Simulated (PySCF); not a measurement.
**TaH₅: a ladder of methods**

How much do the numbers for TaH₅ (singlet) hang on the method? All levels run at one geometry, the PBE0 minimum.

The runs use PySCF 2.14.0; several methods, basis Ta def2-TZVP with ECP60, H def2-TZVP, scalar-relativistic core potentials, no spin–orbit coupling, density fitting.

## (1) The starting structure

6 atoms, charge 0, spin multiplicity 1.

Bond lengths: Ta1–H2 1.754 Å, Ta1–H3 1.754 Å, Ta1–H4 1.754 Å, Ta1–H5 1.754 Å, Ta1–H6 1.790 Å. Angles: H2–Ta1–H3 124.0°, H2–Ta1–H4 77.3°, H2–Ta1–H5 77.3°, H2–Ta1–H6 118.0°, H3–Ta1–H4 77.3°, H3–Ta1–H5 77.3°, H3–Ta1–H6 118.0°, H4–Ta1–H5 124.0°, H4–Ta1–H6 118.0°, H5–Ta1–H6 118.0°.

Z-matrix (Å, degrees; charge 0 multiplicity 1):
```
Ta
H  1 1.7540
H  1 1.7540 2 123.99
H  1 1.7540 2 77.26 3 64.85
H  1 1.7540 2 77.26 3 -64.85
H  1 1.7902 2 118.00 3 180.00
```

## (2) CCSD(T)

One driver script runs all steps and calls PySCF; scf.py shows the equivalent input of each level. Each SCF starts from the density of the minimum. The driver also runs the species with one electron less or more at the same geometry (one less: multiplicity 2, one more: multiplicity 2); their logs are not shown.

scf.py reads:

```python
from pyscf import gto, scf, dft
mol = gto.M(atom='''
Ta     0.008101     0.000000    -0.000000
H     -0.815422     1.548613     0.000000
H     -0.815422    -1.548613     0.000000
H     -0.815422     0.000000    -1.548613
H     -0.815422    -0.000000     1.548613
H      1.798285    -0.000000    -0.000000''',
    basis={'Ta': 'def2-TZVP', 'H': 'def2-TZVP'},
    ecp={'Ta': 'def2-TZVP'},
    charge=0, spin=0)
mf = scf.RHF(mol)
aux = {'Ta': 'def2-universal-JKFIT', 'H': 'def2-universal-JKFIT'}
mf = mf.density_fit(auxbasis=aux)
mf.conv_tol = 1e-08
mf.diis_space = 10
mf.max_cycle = 60
mf.verbose = 4
mf.kernel()
from pyscf import cc
mycc = cc.CCSD(mf, frozen=0).run()
mycc.ccsd_t()
```

On the command line:

```console
> OMP_NUM_THREADS=4 python axn.py task.json out
```

Standard output:

```text
init E= -59.1590894045788
  HOMO = -0.420248892444093  LUMO = 0.0515091191376341  gap/eV = 12.83719
cycle= 1 E= -59.1750612085216  delta_E= -0.016  |g|= 0.105  |ddm|= 0.323
  HOMO = -0.44665644082033  LUMO = 0.0212758185815545  gap/eV = 12.73309
cycle= 2 E= -59.1776145562983  delta_E= -0.00255  |g|= 0.0449  |ddm|= 0.168
  HOMO = -0.437636997321005  LUMO = 0.0346143993628341  gap/eV = 12.85062
cycle= 3 E= -59.1783428615205  delta_E= -0.000728  |g|= 0.0124  |ddm|= 0.0503
  HOMO = -0.439125249002867  LUMO = 0.0331158664465643  gap/eV = 12.85034
cycle= 4 E= -59.178438892677  delta_E= -9.6e-05  |g|= 0.00202  |ddm|= 0.0258
  HOMO = -0.439308476646767  LUMO = 0.0330072473681647  gap/eV = 12.85237
cycle= 5 E= -59.1784435184228  delta_E= -4.63e-06  |g|= 0.00059  |ddm|= 0.00636
  HOMO = -0.439240275739931  LUMO = 0.0329932000959847  gap/eV = 12.85013
cycle= 6 E= -59.1784437665105  delta_E= -2.48e-07  |g|= 0.000135  |ddm|= 0.00127
  HOMO = -0.439233759938393  LUMO = 0.0330023480284593  gap/eV = 12.85020
cycle= 7 E= -59.1784437878236  delta_E= -2.13e-08  |g|= 3.22e-05  |ddm|= 0.000325
  HOMO = -0.439228129865977  LUMO = 0.0330039291331532  gap/eV = 12.85009
cycle= 8 E= -59.1784437894634  delta_E= -1.64e-09  |g|= 7.35e-06  |ddm|= 9.62e-05
  HOMO = -0.439227652486015  LUMO = 0.0330044530143273  gap/eV = 12.85009
Extra cycle  E= -59.178443789528  delta_E= -6.46e-11  |g|= 3.87e-06  |ddm|= 1.23e-05
converged SCF energy = -59.178443789528
CCSD nocc = 9, nmo = 70
Init t2, MP2 energy = -59.5320265913544  E_corr(MP2) -0.353582801826374
RCCSD converged
E(RCCSD) = -59.55798291505882  E_corr = -0.3795391255307703
RCCSD(T) correction = -0.011592419912384
```

This level, with the species of one electron less or more, ran for 46 s (4 threads of Intel Xeon 6975P-C (Granite Rapids), shared host).

* energy: -59.569575 Eh
* one electron less (charge +1): -59.163444 Eh (doublet, ⟨S²⟩ 0.88)
* one electron more (charge -1): -59.599250 Eh (doublet, ⟨S²⟩ 0.76)
* MP2 correlation in its own fitting basis (same spin, opposite spin): -0.35419 Eh (-0.08532, -0.26887)
* CCSD, (T): -0.37954, -0.01159 Eh; T1 0.020, D1 0.050

## (3) HF

scf.py: that of step 2 with these lines changed.

```diff
@@ -20,3 +19,0 @@
-from pyscf import cc
-mycc = cc.CCSD(mf, frozen=0).run()
-mycc.ccsd_t()
```

The SCF cycles repeat those of step 2.

This level, with the species of one electron less or more, took under 0.5 s.

```
energy                        : -59.178444 Eh
one electron less (charge +1) : -58.778818 Eh (doublet, ⟨S²⟩ 0.88)
one electron more (charge -1) : -59.198221 Eh (doublet, ⟨S²⟩ 0.76)
Mulliken charge of Ta1        : +0.69 e
```

## (4) PBE0

scf.py: that of step 3 with these lines changed.

```diff
@@ -12 +12,2 @@
-mf = scf.RHF(mol)
+mf = dft.RKS(mol, xc='PBE0')
+mf.grids.atom_grid = (75, 302)
```

Standard output:

```text
init E= -59.869928592242
  HOMO = -0.320339219256475  LUMO = -0.108300485587222  gap/eV = 5.76987
cycle= 1 E= -59.8699285919688  delta_E= 2.73e-10  |g|= 3.72e-05  |ddm|= 5.41e-05
  HOMO = -0.320333424176342  LUMO = -0.108286334066352  gap/eV = 5.77010
Extra cycle  E= -59.8699285911871  delta_E= 7.82e-10  |g|= 6.27e-05  |ddm|= 9.32e-05
converged SCF energy = -59.8699285911871
```

This level, with the species of one electron less or more, took 1.4 s.

| Property | Result |
| --- | --- |
| energy | -59.869929 Eh |
| one electron less (charge +1) | -59.467112 Eh (doublet, ⟨S²⟩ 0.77) |
| one electron more (charge -1) | -59.908354 Eh (doublet, ⟨S²⟩ 0.76) |
| Mulliken charge of Ta1 | +0.34 e |

## (5) PBE

scf.py: that of step 4 with these lines changed.

```diff
@@ -12 +12 @@
-mf = dft.RKS(mol, xc='PBE0')
+mf = dft.RKS(mol, xc='PBE')
```

Standard output:

```text
init E= -59.9060449469725
  HOMO = -0.27475009977607  LUMO = -0.156413006491836  gap/eV = 3.22012
cycle= 1 E= -59.905403332137  delta_E= 0.000642  |g|= 0.0954  |ddm|= 0.169
  HOMO = -0.26248412756875  LUMO = -0.125574380901319  gap/eV = 3.72550
cycle= 2 E= -59.8906484396598  delta_E= 0.0148  |g|= 0.228  |ddm|= 0.29
  HOMO = -0.272631478852249  LUMO = -0.149974852064625  gap/eV = 3.33766
cycle= 3 E= -59.9082030043214  delta_E= -0.0176  |g|= 0.00626  |ddm|= 0.218
  HOMO = -0.272043137170689  LUMO = -0.148991428228572  gap/eV = 3.34841
cycle= 4 E= -59.9082169863382  delta_E= -1.4e-05  |g|= 0.00111  |ddm|= 0.00719
  HOMO = -0.271941704875749  LUMO = -0.148918207565331  gap/eV = 3.34764
cycle= 5 E= -59.9082173702357  delta_E= -3.84e-07  |g|= 0.000328  |ddm|= 0.00128
  HOMO = -0.271995853814955  LUMO = -0.148957918807657  gap/eV = 3.34803
cycle= 6 E= -59.9082173987071  delta_E= -2.85e-08  |g|= 4.07e-05  |ddm|= 0.000284
  HOMO = -0.271996408006495  LUMO = -0.148956582431562  gap/eV = 3.34808
cycle= 7 E= -59.9082173994813  delta_E= -7.74e-10  |g|= 5.97e-06  |ddm|= 5.53e-05
  HOMO = -0.271993983472182  LUMO = -0.148953651292723  gap/eV = 3.34810
Extra cycle  E= -59.9082173994332  delta_E= 4.81e-11  |g|= 1.36e-05  |ddm|= 2.03e-05
converged SCF energy = -59.9082173994332
```

This level, with the species of one electron less or more, took 12 s.

- energy: -59.908217 Eh
- one electron less (charge +1): -59.515942 Eh (doublet, ⟨S²⟩ 0.76)
- one electron more (charge -1): -59.943097 Eh (doublet, ⟨S²⟩ 0.76)
- Mulliken charge of Ta1: +0.28 e

## (6) B3LYP

scf.py: that of step 5 with these lines changed.

```diff
@@ -12 +12 @@
-mf = dft.RKS(mol, xc='PBE')
+mf = dft.RKS(mol, xc='B3LYP')
```

Standard output:

```text
init E= -59.9286292988598
  HOMO = -0.311906620971396  LUMO = -0.115917263514998  gap/eV = 5.33314
cycle= 1 E= -59.9294571232006  delta_E= -0.000828  |g|= 0.0164  |ddm|= 0.119
  HOMO = -0.315630611874057  LUMO = -0.123455460829752  gap/eV = 5.22935
cycle= 2 E= -59.9292362279881  delta_E= 0.000221  |g|= 0.0322  |ddm|= 0.0469
  HOMO = -0.313578067340228  LUMO = -0.119166227539131  gap/eV = 5.29022
cycle= 3 E= -59.9295635513343  delta_E= -0.000327  |g|= 0.00215  |ddm|= 0.0292
  HOMO = -0.313372209463627  LUMO = -0.118961354069666  gap/eV = 5.29019
cycle= 4 E= -59.9295647127557  delta_E= -1.16e-06  |g|= 0.000942  |ddm|= 0.0022
  HOMO = -0.313410481069036  LUMO = -0.118919974549975  gap/eV = 5.29236
cycle= 5 E= -59.9295649541862  delta_E= -2.41e-07  |g|= 3.64e-05  |ddm|= 0.000731
  HOMO = -0.313407383194175  LUMO = -0.118916833581266  gap/eV = 5.29236
cycle= 6 E= -59.9295649546166  delta_E= -4.3e-10  |g|= 5.02e-06  |ddm|= 6.37e-05
  HOMO = -0.313406466633843  LUMO = -0.118915235725104  gap/eV = 5.29238
Extra cycle  E= -59.9295649546089  delta_E= 7.67e-12  |g|= 7.31e-06  |ddm|= 1.39e-05
converged SCF energy = -59.9295649546089
```

This level, with the species of one electron less or more, ran for 2.4 s (4 threads of Intel Xeon 6975P-C (Granite Rapids), shared host).

```
energy                        : -59.929565 Eh
one electron less (charge +1) : -59.525195 Eh (doublet, ⟨S²⟩ 0.77)
one electron more (charge -1) : -59.966581 Eh (doublet, ⟨S²⟩ 0.75)
Mulliken charge of Ta1        : +0.45 e
```

## (7) r2SCAN

scf.py: that of step 6 with these lines changed.

```diff
@@ -12,2 +12,2 @@
-mf = dft.RKS(mol, xc='B3LYP')
-mf.grids.atom_grid = (75, 302)
+mf = dft.RKS(mol, xc='R2SCAN')
+mf.grids.atom_grid = (90, 434)
```

Standard output:

```text
init E= -59.914363890537
  HOMO = -0.286150663153068  LUMO = -0.142588592448014  gap/eV = 3.90652
cycle= 1 E= -59.9151596275195  delta_E= -0.000796  |g|= 0.026  |ddm|= 0.102
  HOMO = -0.281223122916844  LUMO = -0.133459114209824  gap/eV = 4.02086
cycle= 2 E= -59.9143887955455  delta_E= 0.000771  |g|= 0.0543  |ddm|= 0.0719
  HOMO = -0.284201583016764  LUMO = -0.140022903069114  gap/eV = 3.92330
cycle= 3 E= -59.9153405655635  delta_E= -0.000952  |g|= 0.00371  |ddm|= 0.0515
  HOMO = -0.284262924720065  LUMO = -0.139755706295396  gap/eV = 3.93224
cycle= 4 E= -59.9153450772012  delta_E= -4.51e-06  |g|= 0.000904  |ddm|= 0.00341
  HOMO = -0.284182649691843  LUMO = -0.139682937082154  gap/eV = 3.93204
cycle= 5 E= -59.9153453099474  delta_E= -2.33e-07  |g|= 2.63e-05  |ddm|= 0.000786
  HOMO = -0.284178931011083  LUMO = -0.139681332079766  gap/eV = 3.93198
cycle= 6 E= -59.9153453101237  delta_E= -1.76e-10  |g|= 6.81e-06  |ddm|= 5.28e-05
  HOMO = -0.284181270870636  LUMO = -0.139683819899065  gap/eV = 3.93198
Extra cycle  E= -59.9153453100847  delta_E= 3.9e-11  |g|= 1.32e-05  |ddm|= 1.75e-05
converged SCF energy = -59.9153453100847
```

This level, with the species of one electron less or more, took 6.7 s.

- energy: -59.915345 Eh
- one electron less (charge +1): -59.516953 Eh (doublet, ⟨S²⟩ 0.77)
- one electron more (charge -1): -59.952753 Eh (doublet, ⟨S²⟩ 0.76)
- Mulliken charge of Ta1: +0.44 e

## (8) wB97X

scf.py: that of step 7 with these lines changed.

```diff
@@ -12,2 +12,2 @@
-mf = dft.RKS(mol, xc='R2SCAN')
-mf.grids.atom_grid = (90, 434)
+mf = dft.RKS(mol, xc='WB97X')
+mf.grids.atom_grid = (75, 302)
```

Standard output:

```text
init E= -59.9022040875043
  HOMO = -0.407765631763258  LUMO = -0.0157490172523809  gap/eV = 10.66732
cycle= 1 E= -59.9045269671282  delta_E= -0.00232  |g|= 0.0298  |ddm|= 0.156
  HOMO = -0.414572310323057  LUMO = -0.0291591066710852  gap/eV = 10.48763
cycle= 2 E= -59.9047678520558  delta_E= -0.000241  |g|= 0.0184  |ddm|= 0.0536
  HOMO = -0.412488342190326  LUMO = -0.0240451814413798  gap/eV = 10.57008
cycle= 3 E= -59.9048895356018  delta_E= -0.000122  |g|= 0.00595  |ddm|= 0.0212
  HOMO = -0.41347440243723  LUMO = -0.0257695344992102  gap/eV = 10.54999
cycle= 4 E= -59.9049114267589  delta_E= -2.19e-05  |g|= 0.000644  |ddm|= 0.012
  HOMO = -0.41354750833633  LUMO = -0.0258807196227107  gap/eV = 10.54895
cycle= 5 E= -59.904911979553  delta_E= -5.53e-07  |g|= 0.000226  |ddm|= 0.00277
  HOMO = -0.413513391960814  LUMO = -0.025853625069153  gap/eV = 10.54876
cycle= 6 E= -59.9049119971173  delta_E= -1.76e-08  |g|= 3.58e-05  |ddm|= 0.00039
  HOMO = -0.413509708909591  LUMO = -0.0258469221113025  gap/eV = 10.54884
cycle= 7 E= -59.904911998259  delta_E= -1.14e-09  |g|= 6.39e-06  |ddm|= 0.000132
  HOMO = -0.413509587375371  LUMO = -0.0258474812334528  gap/eV = 10.54882
Extra cycle  E= -59.9049119983022  delta_E= -4.32e-11  |g|= 2.9e-06  |ddm|= 1.54e-05
converged SCF energy = -59.9049119983022
```

This level, with the species of one electron less or more, took 2.9 s.

- energy: -59.904912 Eh
- one electron less (charge +1): -59.490295 Eh (doublet, ⟨S²⟩ 0.77)
- one electron more (charge -1): -59.943638 Eh (doublet, ⟨S²⟩ 0.75)
- Mulliken charge of Ta1: +0.46 e

## (9) The ladder

| level | atomisation energy (kJ/mol) | vertical ionisation energy (eV) | vertical electron affinity (eV) | −ε(HOMO) (eV) | gap (eV) | dipole (D) | wall time |
| --- | --- | --- | --- | --- | --- | --- | --- |
| CCSD(T) | 1397 | 11.05 | 0.81 | – | – | – | 46 s |
| HF | 1020 | 10.87 | 0.54 | 11.95 | 12.85 | 2.13 | under 0.5 s |
| PBE0 | 1423 | 10.96 | 1.05 | 8.72 | 5.77 | 1.81 | 1.4 s |
| PBE | 1451 | 10.67 | 0.95 | 7.40 | 3.35 | 1.70 | 12 s |
| B3LYP | 1460 | 11.00 | 1.01 | 8.53 | 5.29 | 1.79 | 2.4 s |
| r2SCAN | 1462 | 10.84 | 1.02 | 7.73 | 3.93 | 1.82 | 6.7 s |
| wB97X | 1451 | 11.28 | 1.05 | 11.25 | 10.55 | 1.89 | 2.9 s |

Times are for 4 threads of Intel Xeon 6975P-C (Granite Rapids), shared host; PBE0 starts from its own converged density, so its time is not comparable. A dash stands where a species or a free atom was not run at that level, or the quantity is not defined.

Atomisation goes to high-spin atoms in their ground configurations, run at the same level, without zero-point energy.

## (10) Outcome

| quantity | value |
| --- | --- |
| atomisation energy, CCSD(T) in this basis | 1397 kJ/mol |
| vertical ionisation energy, CCSD(T) | 11.05 eV |
| vertical electron affinity, CCSD(T) | 0.81 eV |
| orbital gap, range | 3.35 (PBE) to 12.85 (HF) eV |
| T1, D1 | 0.020, 0.050 |
| T1, D1 of the cation | 0.031, 0.086 |
| T1, D1 of the anion | 0.021, 0.054 |

In words: In atomisation energy the functionals lie from +26 kJ/mol (PBE0) to +65 kJ/mol (r2SCAN) against CCSD(T). In a basis of this size CCSD(T) binds too weakly, often by tens of kJ/mol, while functionals are nearer their limits, so this ranks no functional. HF lacks the correlation that pairing electrons in bonds brings, so it binds too weakly, by 377 kJ/mol even against this CCSD(T). For the vertical ionisation energy, B3LYP comes nearest to CCSD(T) (-0.05 eV) and PBE is farthest (-0.38 eV). B3LYP costs 2.4 s against 46 s for CCSD(T), a factor of about 19, and lands within 0.05 eV. For the vertical electron affinity, PBE comes nearest to CCSD(T) (+0.14 eV) and HF is farthest (-0.27 eV). The PBE orbital energy is a poor guide to ionisation (7.4 eV, 3.7 eV too small); the difference of PBE energies gives 10.7 eV. Without diffuse functions electron affinities tend to come out too low. Whether spin polarisation would lower the closed shell was not checked. With an element this heavy the missing spin–orbit coupling can shift these numbers.
